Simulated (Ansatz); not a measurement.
Hf2Pd2Se2Br2O3:

```
Hf Pd Se Br O
1.0
    -1.89227    2.67212   12.28423
     1.89227   -2.67212   12.28423
     1.89227    2.67212  -12.28423
Hf Pd Se Br O
2 2 2 2 3
Cartesian
  0.0000 0.0000 22.6263
  0.0000 0.0000 1.9421
  0.0000 0.0000 16.7881
  0.0000 0.0000 7.7803
  0.0000 2.6721 2.8934
  1.8923 0.0000 9.3908
  0.0000 0.0000 19.3256
  0.0000 0.0000 5.2429
  0.0000 2.6721 9.8571
  1.8923 0.0000 2.4271
  0.0000 0.0000 0.0000
```

The cell was built by a generator and needn't be a form met in nature.

Base run:

```yaml
Program: Ansatz 0.2.0
Functional: PBE
Potentials_or_basis: Ansatz PAW
Cutoff: "420 eV (not typed: the program's choice for these potentials)"
k_mesh: 9 × 9 × 9
Occupations: fermi-dirac, width 0.05 eV
Spin: no spin polarisation
```

Its results: band gap on the k mesh none (metal or under the smearing width); pressure 0.0 GPa; largest force 0.009 eV/Å.

Problem. The run is repeated on the same cell with these changes: hubbard terms from none to Hf d U = 8 eV, Pd d U = 8 eV; hubbard projectors from none to ortho-atomic (the default). What comes out?

Solution. Band gap on the k mesh none (metal or under the smearing width); pressure 3.9 GPa; largest force 0.394 eV/Å.

Caveats: spin-orbit coupling is left out, which moves the levels of the heavy elements (some runs); U without spin polarisation on a metal has little footing (some runs).
